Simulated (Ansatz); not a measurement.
# YI: a single-point run

The task is a single-point run on YI. The structure is shown as the input types it.

Program: Ansatz 0.2.0. Level of theory: DFT, LDA, PAW with Ansatz's default frozen-core files, scalar-relativistic. These are calculated values, not measurements.

### 1 The starting structure

The structure is trigonal, space group P-3m1 (No. 164). The conventional cell has a = 3.956 Å, b = 3.956 Å, c = 11.079 Å, α = 90.00°, β = 90.00°, γ = 120.00°. Around Y (site symmetry 3m) lie 3 I at 3.13 Å. I (site symmetry 3m) has 3 Y at 3.13 Å as nearest neighbours.

Coordinates:

```cif
data_structure
_symmetry_space_group_name_H-M 'P 1'
_symmetry_Int_Tables_number 1
_cell_length_a 3.9560
_cell_length_b 3.9560
_cell_length_c 11.0795
_cell_angle_alpha 90.000
_cell_angle_beta 90.000
_cell_angle_gamma 120.000
_cell_volume 150.16
loop_
_atom_site_label
_atom_site_type_symbol
_atom_site_fract_x
_atom_site_fract_y
_atom_site_fract_z
_atom_site_occupancy
Y1 Y 0.66667 0.33333 0.62673 1
Y2 Y 0.33333 0.66667 0.37327 1
I1 I 0.33333 0.66667 0.81998 1
I2 I 0.66667 0.33333 0.18002 1
```

### 2 Input and run

File input.yaml:

```yaml
crystal:
  lattice:
    - [3.9559735753, 0.0, 0.0]
    - [-1.9779867876, 3.4259736129, 0.0]
    - [0.0, 0.0, 11.079476]
  atoms:
    - { symbol: "Y", position: [0.6666666667, 0.3333333333, 0.626727], spin: 18.5 }
    - { symbol: "Y", position: [0.3333333333, 0.6666666667, 0.373273], spin: 18.5 }
    - { symbol: I, position: [0.3333333333, 0.6666666667, 0.819975] }
    - { symbol: I, position: [0.6666666667, 0.3333333333, 0.180025] }
magnetization:
  spin_polarized: true
  initial_magnetization: 37.0
  spin_locking: { lock_magnetization: hard }
kpoints:
  mp_grid: { grid: [7, 7, 3] }
scf:
  occupations: { method: fermi_dirac, width: 0.05 }
  max_iter: 100
  lower_state_search: "off"
hamiltonian:
  xc: lda
  pseudopotentials: { kind: paw }
output:
  forces: true
  stress: true
  eigenvalues: true
  write_density: true
  write_potential: true
  elf: true
  volumetric_format: npy
```

Launch:

```console
$ ansatz run input.yaml --threads 2 --pin off --max-ram 6144MiB --backend cpu --events-out ev --progress --plain --runs-dir out
```

**Question.** How will this run end, and is anything wrong with its input?

This run ends as converged, with warnings (open shared shell at semilocal close, stability check not made, stress scf threshold loose). It gives a pressure of 37 GPa and a largest force of 7.1 eV/Å, which is large; a structure far from rest gives such values too, whatever the setting.

Look at the input: magnetization.initial_magnetization is 37.0. The input forces a number of unpaired electrons that this system doesn't hold in its ground state.

Fix: set the spin of the intended state.
